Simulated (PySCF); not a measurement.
# F3H2OTm (Tm(F)3(H2O)): the cost of one run

Program: PySCF 2.14.0. Level of theory: PBE0, Tm lcecp-1-SVP with ECP58, F def2-SVP, O def2-SVP, H def2-SVP; scalar-relativistic core potentials, no spin–orbit coupling. These are calculated values, not measurements.

1 further run of the same task is left out (for a known fault of the program).

## Step 1: The system as given

7 atoms, charge 0, spin multiplicity 1.

Bond lengths: Tm1–F2 2.055 Å, Tm1–F3 2.055 Å, Tm1–F4 2.055 Å, Tm1–O5 2.410 Å, O5–H6 0.970 Å, O5–H7 0.970 Å. Angles: F2–Tm1–F3 109.5°, F2–Tm1–F4 109.5°, F2–Tm1–O5 109.5°, F3–Tm1–F4 109.5°, F3–Tm1–O5 109.5°, F4–Tm1–O5 109.5°, Tm1–O5–H6 127.5°, Tm1–O5–H7 127.5°, H6–O5–H7 105.1°.

Coordinates:

```xyz
7
charge 0, multiplicity 1
Tm    0.0000    0.0000    0.0000
F     1.1867    1.1867    1.1867
F    -1.1867   -1.1867    1.1867
F     1.1867   -1.1867   -1.1867
O    -1.3914    1.3914   -1.3914
H    -1.7321    2.2765   -1.1876
H    -1.7321    1.1876   -2.2765
```

Formal oxidation states: Tm +3. Each metal's 12 4f electrons lie in its core potential, so multiplicities, spins and levels count the valence alone.

## Step 2: SCF at the start, singlet

Input file run.py (the lines that set the calculation):

```python
mol = gto.M(atom='''
Tm     0.00000     0.00000     0.00000
F      1.18670     1.18670     1.18670
F     -1.18670    -1.18670     1.18670
F      1.18670    -1.18670    -1.18670
O     -1.39140     1.39140    -1.39140
H     -1.73210     2.27650    -1.18760
H     -1.73210     1.18760    -2.27650''',
    basis={'Tm': 'lcecp-1-SVP', 'F': 'def2-SVP', 'O': 'def2-SVP', 'H': 'def2-SVP'},
    ecp={'Tm': 'lcecp-1-SVP'},
    charge=0, spin=0)
mf = dft.RKS(mol, xc='PBE0')
mf.grids.atom_grid = (50, 194)  # f atoms: unpruned, at least (60, 302)
mf = mf.density_fit()  # fitting sets: Tm AutoAux, F def2-universal-JKFIT, O def2-universal-JKFIT, H def2-universal-JKFIT
mf.conv_tol = 1e-08; mf.max_cycle = 55
mf.kernel(dm0)  # dm0: free metal ions and neutral atoms
```

The run is started by

```
$ OMP_NUM_THREADS=2 python run.py
```

**Question.** How long does this run take on 2 threads of Arm Neoverse V1, shared host, and how much memory does it need?

About 3.2 s, with a peak of 0.54 GiB.
